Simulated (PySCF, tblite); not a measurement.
# C8H8N radical: geometry, infrared bands and EPR parameters

Aim: predict the infrared bands and EPR parameters of C8H8N radical (`[CH2]/C=C\c1ccncc1`).

The runs use tblite 0.8.0 and PySCF 2.14.0, with density-fitted response routines of our own; the level of theory stands in each step. All values are computed, except where a source is named. Atoms are numbered from 0 throughout.

## Step 1: Starting geometry

17 atoms, charge 0, multiplicity 2; geometry from: force field or distance geometry start.

Bonds of the start (Å): C0–C1 1.46, C1–C2 1.30, C2–C3 1.45, C3–C4 1.37, C4–C5 1.40, C5–N6 1.33, N6–C7 1.33, C7–C8 1.40, C8–C3 1.39, C0–H9 1.11, C0–H10 1.11, C1–H11 1.11, C2–H12 1.10, C4–H13 1.06, C5–H14 1.09, C7–H15 1.09, C8–H16 1.07.

## Step 2: Geometry optimisation with GFN2-xTB

What the job is given:

```
{"job": {"kind": "relax", "xc": "GFN2-xTB", "basis": "xTB"}, "charge": 0, "multiplicity": 2}
C      2.588900     0.521200     0.233500
C      2.090100    -0.829900     0.023800
C      0.842500    -1.187800     0.044500
C     -0.318500    -0.339000     0.232100
C     -0.329100     1.005400     0.474000
C     -1.528100     1.711500     0.643600
N     -2.710300     1.106200     0.603100
C     -2.711000    -0.206400     0.392700
C     -1.554700    -0.966500     0.204000
H      3.371900     0.580600     1.019500
H      3.032000     0.880300    -0.714900
H      2.852100    -1.620900    -0.134800
H      0.638500    -2.258800    -0.118000
H      0.562800     1.576200     0.512400
H     -1.476000     2.782700     0.822400
H     -3.660800    -0.731100     0.363100
H     -1.697600    -2.011900     0.038300
```

On the command line:

```sh
$ OMP_NUM_THREADS=1 python probes_run.py task.json out
```

This one command runs all jobs of the session in turn.

**Question.** This job is followed by: GFN2-xTB harmonic vibrations, gas phase; UKS B3LYP, pcH-1 on C H N, non-relativistic, mean-field spin-orbit, GIAO. What will the session give for the following? strongest single infrared mode (GFN2-xTB); zero-point energy (GFN2-xTB); g(iso) (B3LYP); ⟨S²⟩; largest a(iso) (averaged by class); surface potential, 1st and 99th percentile.

**Answer**, as computed:

| quantity | value |
| --- | --- |
| strongest single infrared mode (GFN2-xTB) | 1570 cm⁻¹, 88 km/mol |
| zero-point energy (GFN2-xTB) | 83.1 kcal/mol |
| g(iso) (B3LYP) | 2.00275 |
| ⟨S²⟩ | 0.782 (exact 0.75) |
| largest a(iso) (averaged by class) | 13C on C2, 53.2 MHz |
| surface potential, 1st and 99th percentile | -1.74 V and 1.07 V |

In words: Relaxing lowered the energy by 1.349 eV in 105 steps; the close pair that moved most is C1–C2, from 1.298 to 1.406 Å. All 45 modes are real, so the xTB geometry is a minimum. The strongest single mode, at 1570 cm⁻¹, has its largest shares on C7, C5, C8 and C1 (the list is cut at 4 atoms). GFN2-xTB is a fitted tight-binding method: band positions and strengths are rough. Its intensities can rank the bands wrongly. The largest spin populations lie on C2 (0.62 e), C0 (0.51 e). The isotropic g lies 0.4 ppt above the free-electron value.
